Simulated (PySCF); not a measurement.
# A diatomic session: BeO

An exercise on one series of results from a longer session: the logs are not shown, and one member is left open.

Program: PySCF 2.14.0. Level of theory: Be aug-cc-pVDZ, O aug-cc-pVDZ, no relativity. These are calculated values, not measurements.

Set-up of the first run:

Settings of the job:

| Item | Value |
| --- | --- |
| atoms | Be, O |
| charge | 0 |
| basis | Be aug-cc-pVDZ, O aug-cc-pVDZ |
| Hamiltonian | no relativity |
| basis functions | 46 |
| electrons treated | 12 |
| masses in u | 9.0122, 15.9949 |
| levels | PBE0, PBE, r²SCAN, B3LYP, B97-3, r²SCAN0, HSE06, HF, MP2, SCS-MP2, CCSD, CCSD(T) |
| grid | 80 radial by 434 angular points |
| occupations | held fixed by the projection of orbital angular momentum |
| dissociation limit | Be + O, each in its ground configuration |
| starting distance in angstrom | 1.560 |
| values of 2S to try | 0, 2 |

Run with:

```bash
$ OMP_NUM_THREADS=1 python dia.py task.json out
```

Steps of the session up to this table: Input; First curve: PBE0; Other states along the same grid; PBE; r²SCAN (meta-GGA); B3LYP; B97-3 (global hybrid GGA); r²SCAN0 (hybrid meta-GGA); HSE06; RHF (mean field); Adding correlation.

One table of the session follows, with a row left open; its other results are not shown here.

Energy (eV) from each level's lowest point:

```
R (Å)    RHF  RHF-MP2  RHF-SCS-MP2  RHF-CCSD  RHF-CCSD(T)
1.152  0.988    1.460        1.398       n/a          n/a
1.206  0.382    0.727        0.678     0.590        0.669
1.260      ?        ?            ?         ?            ?
1.300  0.000    0.103        0.079     0.048        0.075
1.340  0.024    0.014        0.002     0.000        0.000
1.380  0.128    0.000        0.000     0.030        0.001
1.434  0.362    0.067        0.084     0.163        0.089
1.501  0.759    0.249        0.284     0.433        0.297
1.581  1.320    0.567        0.618     0.846        0.637
1.688  2.076    1.216        1.247       n/a          n/a
```

Estimate the missing values for R (Å) = 1.260.

Worked estimate for «RHF». A straight line through the neighbours (1.206, 0.382) and (1.300, 0.000) gives 0.382 + (0.000 − 0.382) × (1.260 − 1.206) / (1.300 − 1.206) = 0.163; a parabola fitted to 4 rows on both sides gives 0.065.

The run gave: RHF: 0.077; RHF-MP2: 0.287; RHF-SCS-MP2: 0.252; RHF-CCSD: 0.195; RHF-CCSD(T): 0.245. In «RHF» the line misses by +0.086 and the parabola by -0.012.
